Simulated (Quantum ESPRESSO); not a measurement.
A run of Quantum ESPRESSO 7.5 is set up as follows.

File run.py:

```python
import numpy as np
from ase.calculators.espresso import Espresso, EspressoProfile
from ase.io import read

atoms = read('POSCAR')

input_data = {
    'control': {'calculation': 'scf', 'prefix': 'pwscf', 'outdir': './tmp', 'tprnfor': True, 'tstress': True, 'disk_io': 'nowf'},
    'system': {'ecutwfc': 80.0, 'nbnd': 22, 'input_dft': 'pbe', 'occupations': 'smearing', 'smearing': 'mp', 'degauss': 0.00734986, 'tot_charge': 1.0},
    'electrons': {'conv_thr': 4e-10, 'electron_maxstep': 120, 'mixing_beta': 0.5},
}
pseudopotentials = {'Te': 'Te.upf', 'Bi': 'Bi.upf'}
profile = EspressoProfile(command='pw.x', pseudo_dir='pseudo')
dft = Espresso(profile=profile, input_data=input_data, pseudopotentials=pseudopotentials, kpts=(7, 7, 7), koffset=(0, 0, 0))
atoms.calc = dft

print(f'energy {atoms.get_potential_energy():.8f} eV')
print('forces (eV/A)')
print(np.round(atoms.get_forces(), 6))
print('stress (eV/A^3, Voigt)')
print(np.round(atoms.get_stress(), 8))
print(f'Fermi level {dft.get_fermi_level():.4f} eV')
```

Contents of POSCAR:

```
BiTe
1.0
    2.4227077700      1.3987509800      3.3172919500
   -2.4227077700      1.3987509800      3.3172919500
    0.0000000000     -2.7975019700      3.3172919500
Bi Te
1 1
Direct
    0.4550542100      0.5276774500      0.4942573700
    0.0449457900      0.9723225500      0.0057426300
```

Potentials or basis: PseudoDojo 0.4.1 SR PBEsol standard.

Run with:

```bash
$ OMP_NUM_THREADS=1 python run.py
```

**Question.** What does it give for the largest force?

**Answer.** 0.380 eV/Å.

**Question.** Estimate the band gap on the k mesh.

**Answer.** None (metal or under the smearing width).

**Question.** Predict the pressure.

**Answer.** -33.5 GPa.

Forces in eV/Å, atoms in the order of the input:
```
Bi   0.010 -0.147  0.351
Te  -0.010  0.147 -0.351
```

Caveat: the potentials were made for another functional, which shifts forces and pressure; a pressure of tens of GPa on the cell as given is suspect, and the run, the potentials or the cell itself is likely at fault; spin-orbit coupling is left out, which moves the levels of the heavy elements.
